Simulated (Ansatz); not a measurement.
# Ba2TeS: the band gap up the ladder of functionals

An exercise on one series of results from a longer session: the logs are not shown, and one member is left open.

The runs shown are made with Ansatz 0.2.0. PAW datasets, plane waves. Spin-unpolarised throughout. Whether this structure exists isn't addressed.

### Starting point

The cell was relaxed beforehand with r2SCAN.

It is tetragonal, P4/mmm (No. 123); conventional cell a = 4.793 Å, c = 6.784 Å, 38.96 Å³ an atom. Around S lie 6 Ba at 3.39 Å; around Ba lie 4 Te at 3.39 Å and 2 S at 3.39 Å; around Te lie 6 Ba at 3.39 Å; around Ba lie 4 S at 3.39 Å and 2 Te at 3.39 Å.

Coordinates:

```
CELL_PARAMETERS angstrom
4.79268 0.00000 0.00000
0.00000 4.79268 0.00000
0.00000 0.00000 6.78397
ATOMIC_POSITIONS crystal
S 0.00000 0.00000 0.00000
Ba 0.00000 0.00000 0.50000
Te 0.50000 0.50000 0.50000
Ba 0.50000 0.50000 0.00000
```

The first run:

Contents of input.yaml:

```yaml
crystal:
  lattice:
    - [4.7926763043, 0.0, 0.0]
    - [0.0, 4.7926763043, 0.0]
    - [0.0, 0.0, 6.783970201]
  atoms:
    - { symbol: S, position: [0.0, 0.0, 0.0] }
    - { symbol: Ba, position: [0.0, 0.0, 0.5] }
    - { symbol: Te, position: [0.5, 0.5, 0.5] }
    - { symbol: Ba, position: [0.5, 0.5, 0.0] }
kpoints:
  mp_grid: { grid: [6, 6, 4] }
  band_path:
    path:
      - [[0.0, 0.0, 0.0], [-4.919587160997e-52, 0.5, -9.498913784825e-36], [0.5, 0.5, 3.482935054436e-35], [0.0, 0.0, 0.0], [9.426671724265e-52, 2.188977015807e-52, 0.5], [9.426671724265e-52, 0.5, 0.5], [0.5, 0.5, 0.5], [9.426671724265e-52, 2.188977015807e-52, 0.5]]
      - [[-4.919587160997e-52, 0.5, -9.498913784825e-36], [9.426671724265e-52, 0.5, 0.5]]
      - [[0.5, 0.5, 3.482935054436e-35], [0.5, 0.5, 0.5]]
    npoints: 10
hamiltonian:
  xc: pbe
scf:
  occupations: { method: fermi_dirac, width: 0.02 }
  n_extra_bands: 5
output:
  forces: true
  stress: true
  eigenvalues: true
  write_density: true
  write_potential: true
  elf: true
  volumetric_format: npy
```

Started as:

```
$ ansatz run input.yaml --threads 2 --pin off --max-ram 2211MiB --backend cpu --events-out ev --progress --plain --runs-dir out
```

Among the steps run: Band structure with PBE; r2SCAN at the same geometry; Single point with HSE06; PBE+SOC at the same geometry; Quasiparticle levels, G0W0@PBE; PBE0.

One table of the session follows, with a row left open; its other results are not shown here.

| level | gap (eV) |
| --- | --- |
| PBE | 1.79 |
| r2SCAN | 2.14 |
| HSE06 | 2.54 |
| PBE+SOC | ? |
| G0W0@PBE (465 empty bands) | 2.83 |
| PBE0 | 3.21 |

Estimate the missing values for PBE+SOC.

As computed: gap (eV): 1.55. In the column «gap (eV)» it is the lowest.

Meshes: PBE 6×6×4, r2SCAN 6×6×4, HSE06 4×4×4, PBE+SOC 6×6×4, PBE0 4×4×4

PBE+SOC gives the least gap, 1.55 eV, and PBE0 the largest, 3.21 eV. Against G0W0@PBE, PBE is short by 1.04 eV, at 63 % of it, and r2SCAN 76 %. PBE0 lies 0.67 eV above HSE06, which differs from it by screening the long-range exchange. No extrapolation in bands, cutoff or mesh was made for G0W0.

Caveats from the session: Warnings in the runs' records: stress scf threshold loose, stress exchange threshold loose.
